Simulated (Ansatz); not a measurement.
# C2H3F2NSi: two geometries relaxed

Aim: relax the geometries before and after the inversion of the pyramid at Si5, and see whether they are two minima and how far apart in energy. SMILES of the start: N=C1C(F)[SiH]1F.

Method: RKS CAM-B3LYP-D4/def2-SVP, in Ansatz 0.2.0.

**1. Starting point**

Bond lengths: N1–C2 1.259 Å, C2–C3 1.389 Å, C3–F4 1.396 Å, C2–Si5 1.708 Å, Si5–F6 1.619 Å, N1–H7 0.991 Å, C3–H8 1.151 Å, Si5–H9 1.449 Å. Angles: N1–C2–C3 122.5°, N1–C2–Si5 138.6°, C3–C2–Si5 98.9°, C2–N1–H7 112.7°, C2–C3–F4 121.6°, C2–C3–H8 119.8°, F4–C3–H8 103.8°, C2–Si5–F6 114.6°, C2–Si5–H9 121.6°, F6–Si5–H9 108.0°.

As a file:

```xyz
9

N    -1.6704   -0.5530    0.8792
C    -0.6184   -0.1033    0.3535
C     0.2104   -0.8822   -0.4440
F     0.2673   -0.7076   -1.8279
Si    0.2751    1.3524    0.3199
F     1.6662    1.3084    1.1467
H    -1.8615   -1.4881    0.6133
H     1.3087   -1.0440   -0.1414
H     0.5110    2.0711   -0.9165
```

**2. Relaxing end A**

input.yaml reads:

```yaml
crystal:
  periodic: [false, false, false]
  atoms:
    - { symbol: "N", position_ang: [-1.6704, -0.553, 0.8792] }
    - { symbol: C, position_ang: [-0.6184, -0.1033, 0.3535] }
    - { symbol: C, position_ang: [0.2104, -0.8822, -0.444] }
    - { symbol: F, position_ang: [0.2673, -0.7076, -1.8279] }
    - { symbol: Si, position_ang: [0.2751, 1.3524, 0.3199] }
    - { symbol: F, position_ang: [1.6662, 1.3084, 1.1467] }
    - { symbol: H, position_ang: [-1.8615, -1.4881, 0.6133] }
    - { symbol: H, position_ang: [1.3087, -1.044, -0.1414] }
    - { symbol: H, position_ang: [0.511, 2.0711, -0.9165] }
basis:
  gaussian: { orbitals: def2-SVP }
hamiltonian:
  xc: cam_b3lyp
  dispersion: d4
relax:
  f_tol: 0.015
  max_steps: 40
```

Run with:

```bash
ansatz run input.yaml --threads 2 --pin off --max-ram 3072MiB --backend cpu --events-out ev --progress --plain --runs-dir out
```

The log of the run, cut to the lines that bear on the results:

```text
Warning: RAYON_NUM_THREADS=2 ignored (pool sized by the plan → 2); use --threads N
[...]
Functional definition: CAM-B3LYP
[...]
1105 factors; integrals over basis functions are off by at most 3.4e-4 eV
341 factors; integrals over basis functions are off by at most 6.2e-7 eV
[...]
mean field -16907.73163728 eV, -621.3476771981 hartree, gradient 8.2e-5 eV, S^2 0.000000; 0 other end points of the search recorded, 0 dependent functions left out
[...]
reference -16907.73174471 eV, -621.3476811460 hartree; 27, 27 occupied and 76, 76 virtual orbitals, 1105 factors
relax step   1: F+E_penalty+E_count = -16907.91540454 eV  Δ(F+E_penalty+E_count) = +0.000e0 eV  max|allowed force component| = 5.496e0 eV/Å  Δτ_max = 0.0000 Å  (33 SCF iters, accepted)
[...]
relax step   3: F+E_penalty+E_count = -16909.07149059 eV  Δ(F+E_penalty+E_count) = -4.019e-1 eV  max|allowed force component| = 2.342e0 eV/Å  Δτ_max = 0.1919 Å  (42 SCF iters, accepted)
[...]
relax step   5: F+E_penalty+E_count = -16910.05467104 eV  Δ(F+E_penalty+E_count) = -3.567e-1 eV  max|allowed force component| = 1.719e0 eV/Å  Δτ_max = 0.1988 Å  (36 SCF iters, accepted)
[...]
relax step   7: F+E_penalty+E_count = -16910.44639782 eV  Δ(F+E_penalty+E_count) = -1.085e-1 eV  max|allowed force component| = 8.715e-1 eV/Å  Δτ_max = 0.1949 Å  (34 SCF iters, accepted)
[...]
relax step   8: F+E_penalty+E_count = -16910.42568580 eV  Δ(F+E_penalty+E_count) = +2.071e-2 eV  max|allowed force component| = 7.241e-1 eV/Å  Δτ_max = 0.1996 Å  (34 SCF iters, rejected (line search))
[...]
relax step   9: F+E_penalty+E_count = -16910.48877194 eV  Δ(F+E_penalty+E_count) = -4.237e-2 eV  max|allowed force component| = 6.776e-1 eV/Å  Δτ_max = 0.0998 Å  (35 SCF iters, accepted)
[...]
1105 factors; integrals over basis functions are off by at most 3.4e-4 eV
341 factors; integrals over basis functions are off by at most 6.3e-7 eV
mean field -16910.33238846 eV, -621.4432530409 hartree, gradient 9.6e-6 eV, S^2 0.000000; 0 other end points of the search recorded, 0 dependent functions left out
[...]
reference -16910.33249846 eV, -621.4432570833 hartree; 27, 27 occupied and 76, 76 virtual orbitals, 1105 factors
```

**3. The output, continued: end point A relaxed**

The log, continued, cut to the lines that bear on the results:

```text
relax step  10: F+E_penalty+E_count = -16910.49748575 eV  Δ(F+E_penalty+E_count) = -8.714e-3 eV  max|allowed force component| = 3.243e-1 eV/Å  Δτ_max = 0.1000 Å  (35 SCF iters, accepted)
[...]
relax step  15: F+E_penalty+E_count = -16910.51032678 eV  Δ(F+E_penalty+E_count) = -1.415e-4 eV  max|allowed force component| = 1.675e-2 eV/Å  Δτ_max = 0.0049 Å  (28 SCF iters, accepted)
[...]
relax step  16: F+E_penalty+E_count = -16910.51035873 eV  Δ(F+E_penalty+E_count) = -3.195e-5 eV  max|allowed force component| = 1.004e-2 eV/Å  Δτ_max = 0.0016 Å  (23 SCF iters, accepted)
1105 factors; integrals over basis functions are off by at most 3.4e-4 eV
341 factors; integrals over basis functions are off by at most 6.3e-7 eV
[...]
mean field -16910.34560170 eV, -621.4437386186 hartree, gradient 5.6e-5 eV, S^2 0.000000; 1 other end points of the search recorded, 0 dependent functions left out
[...]
Total energy: -16910.51046864 eV, -621.4497973668 hartree
Atom 0 at    -1.764990    -0.540687     0.798817 Å, force     0.001037     0.006302    -0.001574 eV/Å
Atom 1 at    -0.577888    -0.228457     0.514939 Å, force     0.001373    -0.010043    -0.001156 eV/Å
Atom 2 at     0.480480    -0.609602    -0.491506 Å, force    -0.001582     0.006133    -0.002591 eV/Å
Atom 3 at     0.144917    -1.115790    -1.708228 Å, force     0.000272    -0.001915     0.002355 eV/Å
Atom 4 at     0.594229     1.153224     0.156075 Å, force    -0.002487    -0.005029    -0.000888 eV/Å
Atom 5 at     1.898287     1.558107     1.017927 Å, force     0.002128     0.000341    -0.000533 eV/Å
Atom 6 at    -2.050017    -1.378432     0.269165 Å, force    -0.000388     0.000881     0.000023 eV/Å
Atom 7 at     1.260390    -1.217906     0.004627 Å, force     0.001761     0.000133     0.002900 eV/Å
Atom 8 at     0.102992     2.333243    -0.579017 Å, force    -0.002115     0.003197     0.001464 eV/Å
Dipole moment:     0.136353    -0.001501    -0.144602 e Å
```

Run time: 42 s. Hardware: 2 threads of AMD EPYC 7R13 (Zen 3), shared host; peak memory 0.29 GiB.

The steps of the relaxation:

| step | energy from step 1 (eV) | largest force component (eV/Å) |
| --- | --- | --- |
| 1 | 0.0000 | 5.4964 |
| 2 | -0.7541 | 3.4052 |
| 3 | -1.1561 | 2.3424 |
| 4 | -1.7825 | 1.5231 |
| 5 | -2.1393 | 1.7194 |
| 6 | -2.4225 | 0.8797 |
| 7 | -2.5310 | 0.8715 |
| 8x | -2.5103 | 0.7241 |
| 9 | -2.5734 | 0.6776 |
| 10 | -2.5821 | 0.3243 |
| 11x | -2.5790 | 0.4384 |
| 12 | -2.5930 | 0.1673 |
| 13 | -2.5947 | 0.0214 |
| 14 | -2.5948 | 0.0346 |
| 15 | -2.5949 | 0.0167 |
| 16 | -2.5950 | 0.0100 |

Step 1 is the start. 2 steps were tried and not accepted (marked x).

After: Bond lengths: N1–C2 1.260 Å, C2–C3 1.509 Å, C3–F4 1.360 Å, C2–Si5 1.847 Å, C3–Si5 1.881 Å, Si5–F6 1.615 Å, N1–H7 1.031 Å, C3–H8 1.107 Å, Si5–H9 1.474 Å. Angles (14 of 16 angles, heavy atoms first): N1–C2–C3 138.4°, N1–C2–Si5 145.8°, C3–C2–Si5 67.3°, C2–C3–F4 121.2°, C2–C3–Si5 64.9°, F4–C3–Si5 132.2°, C2–Si5–C3 47.7°, C2–Si5–F6 126.6°, C3–Si5–F6 117.9°, C2–N1–H7 110.2°, C2–C3–H8 109.5°, F4–C3–H8 111.7°, Si5–C3–H8 108.6°, C2–Si5–H9 119.0°.

Pairs that crossed the distance rule for bonds on the way: came closer C3–Si5.

**4. Relaxing end B**

The second end starts from a geometry with the move made by hand.

Changes to input.yaml since step 2:

```diff
@@ -8,6 +8,6 @@
     - { symbol: Si, position_ang: [0.2751, 1.3524, 0.3199] }
-    - { symbol: F, position_ang: [1.6662, 1.3084, 1.1467] }
+    - { symbol: F, position_ang: [0.32423, 2.14557, 1.73028] }
     - { symbol: H, position_ang: [-1.8615, -1.4881, 0.6133] }
     - { symbol: H, position_ang: [1.3087, -1.044, -0.1414] }
-    - { symbol: H, position_ang: [0.511, 2.0711, -0.9165] }
+    - { symbol: H, position_ang: [0.09888, 2.32819, -0.73728] }
 basis:
```

Run with:

```bash
ansatz run input.yaml --threads 2 --pin off --max-ram 3072MiB --backend cpu --events-out ev --progress --plain --runs-dir out
```

The log of the run, cut to the lines that bear on the results:

```text
Warning: RAYON_NUM_THREADS=2 ignored (pool sized by the plan → 2); use --threads N
[...]
[... 1 set-up line as earlier in the session ...]
[...]
1103 factors; integrals over basis functions are off by at most 2.8e-4 eV
342 factors; integrals over basis functions are off by at most 6.2e-7 eV
[...]
mean field -16907.33657945 eV, -621.3331590906 hartree, gradient 8.8e-5 eV, S^2 0.000000; 0 other end points of the search recorded, 0 dependent functions left out
[...]
reference -16907.33668860 eV, -621.3331631017 hartree; 27, 27 occupied and 76, 76 virtual orbitals, 1103 factors
relax step   1: F+E_penalty+E_count = -16907.51765167 eV  Δ(F+E_penalty+E_count) = +0.000e0 eV  max|allowed force component| = 6.869e0 eV/Å  Δτ_max = 0.0000 Å  (33 SCF iters, accepted)
[...]
relax step   3: F+E_penalty+E_count = -16909.48090253 eV  Δ(F+E_penalty+E_count) = -8.486e-1 eV  max|allowed force component| = 2.587e0 eV/Å  Δτ_max = 0.1949 Å  (40 SCF iters, accepted)
[...]
relax step   5: F+E_penalty+E_count = -16910.31620109 eV  Δ(F+E_penalty+E_count) = -9.976e-2 eV  max|allowed force component| = 9.712e-1 eV/Å  Δτ_max = 0.1855 Å  (36 SCF iters, accepted)
[...]
relax step   7: F+E_penalty+E_count = -16910.37331502 eV  Δ(F+E_penalty+E_count) = -2.779e-2 eV  max|allowed force component| = 6.833e-1 eV/Å  Δτ_max = 0.0320 Å  (35 SCF iters, accepted)
[...]
relax step   9: F+E_penalty+E_count = -16910.41054866 eV  Δ(F+E_penalty+E_count) = -3.300e-2 eV  max|allowed force component| = 2.157e-1 eV/Å  Δτ_max = 0.0485 Å  (34 SCF iters, accepted)
[...]
relax step  10: F+E_penalty+E_count = -16910.42623675 eV  Δ(F+E_penalty+E_count) = -1.569e-2 eV  max|allowed force component| = 3.721e-1 eV/Å  Δτ_max = 0.1177 Å  (35 SCF iters, accepted)
[...]
relax step  11: F+E_penalty+E_count = -16910.45135489 eV  Δ(F+E_penalty+E_count) = -2.512e-2 eV  max|allowed force component| = 4.755e-1 eV/Å  Δτ_max = 0.1241 Å  (34 SCF iters, accepted)
[...]
1103 factors; integrals over basis functions are off by at most 3.9e-4 eV
342 factors; integrals over basis functions are off by at most 6.6e-7 eV
[...]
```

**5. More of the same log: end point B relaxed**

The log, continued, cut to the lines that bear on the results:

```text
mean field -16910.29951473 eV, -621.4420449536 hartree, gradient 2.5e-5 eV, S^2 0.000000; 0 other end points of the search recorded, 0 dependent functions left out
[...]
reference -16910.29962594 eV, -621.4420490404 hartree; 27, 27 occupied and 76, 76 virtual orbitals, 1103 factors
relax step  12: F+E_penalty+E_count = -16910.46371527 eV  Δ(F+E_penalty+E_count) = -1.236e-2 eV  max|allowed force component| = 8.450e-1 eV/Å  Δτ_max = 0.1127 Å  (34 SCF iters, accepted)
[...]
relax step  17: F+E_penalty+E_count = -16910.51016304 eV  Δ(F+E_penalty+E_count) = -9.154e-4 eV  max|allowed force component| = 6.086e-2 eV/Å  Δτ_max = 0.0136 Å  (35 SCF iters, accepted)
[...]
relax step  18: F+E_penalty+E_count = -16910.51036862 eV  Δ(F+E_penalty+E_count) = -2.056e-4 eV  max|allowed force component| = 1.117e-2 eV/Å  Δτ_max = 0.0056 Å  (27 SCF iters, accepted)
[...]
Total energy: -16910.51047916 eV, -621.4497977535 hartree
Atom 0 at    -1.932008    -0.711266     0.665297 Å, force     0.005168     0.000605    -0.006413 eV/Å
Atom 1 at    -0.787635    -0.201850     0.529086 Å, force     0.004782    -0.003245    -0.002301 eV/Å
Atom 2 at     0.443239    -0.402883    -0.319833 Å, force     0.007408    -0.006535    -0.003770 eV/Å
Atom 3 at     0.365362    -0.980334    -1.548511 Å, force    -0.000561     0.003521     0.005476 eV/Å
Atom 4 at     0.163916     1.360782     0.273023 Å, force    -0.001230     0.004389     0.011167 eV/Å
Atom 5 at     1.257438     1.998260     1.276139 Å, force    -0.006228    -0.003238    -0.006776 eV/Å
Atom 6 at    -1.996208    -1.591058     0.130718 Å, force    -0.001568     0.004378     0.005875 eV/Å
Atom 7 at     1.246951    -0.852645     0.294303 Å, force    -0.009338     0.003249    -0.003071 eV/Å
Atom 8 at    -0.426745     2.428955    -0.554621 Å, force     0.001568    -0.003124    -0.000187 eV/Å
Dipole moment:     0.152888     0.023121    -0.127118 e Å
```

It took 48 s on 2 threads of AMD EPYC 7R13 (Zen 3), shared host; peak memory 0.28 GiB.

Relaxation path:

| step | energy from step 1 (eV) | largest force component (eV/Å) |
| --- | --- | --- |
| 1 | 0.0000 | 6.8691 |
| 2 | -1.1147 | 3.0254 |
| 3 | -1.9633 | 2.5874 |
| 4 | -2.6988 | 0.8390 |
| 5 | -2.7985 | 0.9712 |
| 6 | -2.8279 | 0.7921 |
| 7 | -2.8557 | 0.6833 |
| 8 | -2.8599 | 0.4710 |
| 9 | -2.8929 | 0.2157 |
| 10 | -2.9086 | 0.3721 |
| 11 | -2.9337 | 0.4755 |
| 12 | -2.9461 | 0.8450 |
| 13 | -2.9582 | 0.7185 |
| 14 | -2.9801 | 0.4870 |
| 15 | -2.9888 | 0.2053 |
| 16 | -2.9916 | 0.1477 |
| 17 | -2.9925 | 0.0609 |
| 18 | -2.9927 | 0.0112 |

Step 1 is the start.

After: Bond lengths: N1–C2 1.260 Å, C2–C3 1.509 Å, C3–F4 1.360 Å, C2–Si5 1.847 Å, C3–Si5 1.881 Å, Si5–F6 1.615 Å, N1–H7 1.031 Å, C3–H8 1.107 Å, Si5–H9 1.475 Å. Angles (14 of 16 angles, heavy atoms first): N1–C2–C3 138.4°, N1–C2–Si5 145.6°, C3–C2–Si5 67.3°, C2–C3–F4 121.2°, C2–C3–Si5 65.0°, F4–C3–Si5 132.4°, C2–Si5–C3 47.7°, C2–Si5–F6 126.6°, C3–Si5–F6 117.7°, C2–N1–H7 110.2°, C2–C3–H8 109.5°, F4–C3–H8 111.7°, Si5–C3–H8 108.3°, C2–Si5–H9 119.0°.

Pairs that crossed the distance rule for bonds on the way: came closer C3–Si5.

**6. Results**

```
                           quantity                     value
                              end A  13 moves, 2.595 eV lower
                              end B  17 moves, 2.993 eV lower
largest difference between the ends                    0.01 Å
            end B relative to end A                 -0.000 eV
```

What this shows: The two relaxations end at one structure, within 0.01 Å: no second minimum was found from this start, which doesn't rule one out.
